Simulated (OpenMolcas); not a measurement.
# CCSD(T)/6-31G(d) (Cholesky decomposition, spherical functions) run of C6H5F (fluorobenzene)

Wanted: a single-point energy of C6H5F (fluorobenzene). 

Program for the calculation: OpenMolcas 26.06.

2 further runs of the same task are left out: 1 for a known fault of the program, 1 that didn't finish.

### 1 The structure to begin with

C6H5F: 12 atoms, total charge 0, spin state singlet. SMILES: `Fc1ccccc1`. Geometry: relaxed at GFN2-xTB.

Bond lengths: F1–C2 1.350 Å, C2–C3 1.383 Å, C3–C4 1.384 Å, C4–C5 1.385 Å, C5–C6 1.385 Å, C2–C7 1.383 Å, C6–C7 1.384 Å, C3–H8 1.079 Å, C4–H9 1.079 Å, C5–H10 1.079 Å, C6–H11 1.080 Å, C7–H12 1.079 Å. Some angles: F1–C2–C3 118.9°, F1–C2–C7 119.0°, C3–C2–C7 122.1°, C2–C3–C4 118.6°, C3–C4–C5 120.3°, C4–C5–C6 120.2°, C5–C6–C7 120.3°, C2–C7–C6 118.5°, C2–C3–H8 119.8°, C4–C3–H8 121.6°.

### 2 A single-point energy at CCSD(T)/6-31G(d) (Cholesky decomposition, spherical functions)

File geom.xyz:

```xyz
12

F      0.374450    -2.662390    -0.049160
C      0.186220    -1.325420    -0.025080
C     -0.746210    -0.797030     0.848520
C     -0.932810     0.574050     0.867720
C     -0.196350     1.390650     0.025270
C      0.733180     0.840370    -0.841630
C      0.933010    -0.528820    -0.873400
H     -1.307420    -1.453220     1.495020
H     -1.655880     1.004840     1.543250
H     -0.346420     2.459370     0.045300
H      1.307050     1.478470    -1.496590
H      1.651180    -0.980860    -1.539210
```

File job.input:

```
* C6H5F CCSD(T)

&gateway
 baslib=$CurrDir
 coord=geom.xyz
 basis=6-31Gs
 group=NoSym

&seward
 high

&scf
 prorbitals=0

&chcc
 frozen=7

&cht3
 frozen=7
```

The basis set 6-31G* is read from a file made from the Basis Set Exchange's data (not shown).

On the command line:

```console
$ export MOLCAS_MEM=1860
$ pymolcas job.input > job.log
```

What it wrote:

```text
--- Start Module: gateway ---
[...]
--- Stop Module: gateway /rc=_RC_ALL_IS_WELL_ ---
[...]
      Basis functions          108
[...]
       Convergence after  12 Iterations
[...]
::    Total SCF energy                               -329.5526808806
[...]
      Total spin, S                                     0.0000000000
[...]
      Total electronic charge=   50.000000
      Total            charge=   -0.000000
[...]
      Dipole Moment (debye):
      Origin of the operator (angstrom)=    0.0675   -0.4811   -0.0090
                   X= -2.4921E-01               Y=  1.7803E+00               Z=  3.4168E-02           Total=  1.7980E+00
      Quadrupole Moment (debye*angstrom):
[...]
--- Start Module: chcc ---
[...]
--- Stop Module: chcc /rc=_RC_ALL_IS_WELL_ ---
[...]
--- Start Module: cht3 ---
[...]
--- Stop Module: cht3 /rc=_RC_ALL_IS_WELL_ ---
[...]
```

Run time: 11 min. Hardware: 1 thread of Arm Neoverse V1, shared host; peak memory 0.29 GiB.

### 3 Outcome

At CCSD(T)/6-31G* (Cholesky decomposition, spherical functions), 7 core orbitals frozen:

| quantity | value |
| --- | --- |
| total energy | -330.53805 Eh |
| dipole moment (mean-field density) | 1.80 D |
| HOMO energy (Hartree–Fock orbitals) | -9.11 eV |
| LUMO energy (Hartree–Fock orbitals) | 3.64 eV |
| HOMO–LUMO gap (Hartree–Fock orbitals) | 12.75 eV |
| correlation energy (7 core orbitals frozen) | -985.4 mEh |
| (T) correction | -37.98 mEh |

Mulliken charges of the mean-field density run from -0.46 on F1 to +0.53 on C2; they depend strongly on the basis. The triples make up 3.9 % of the correlation energy.
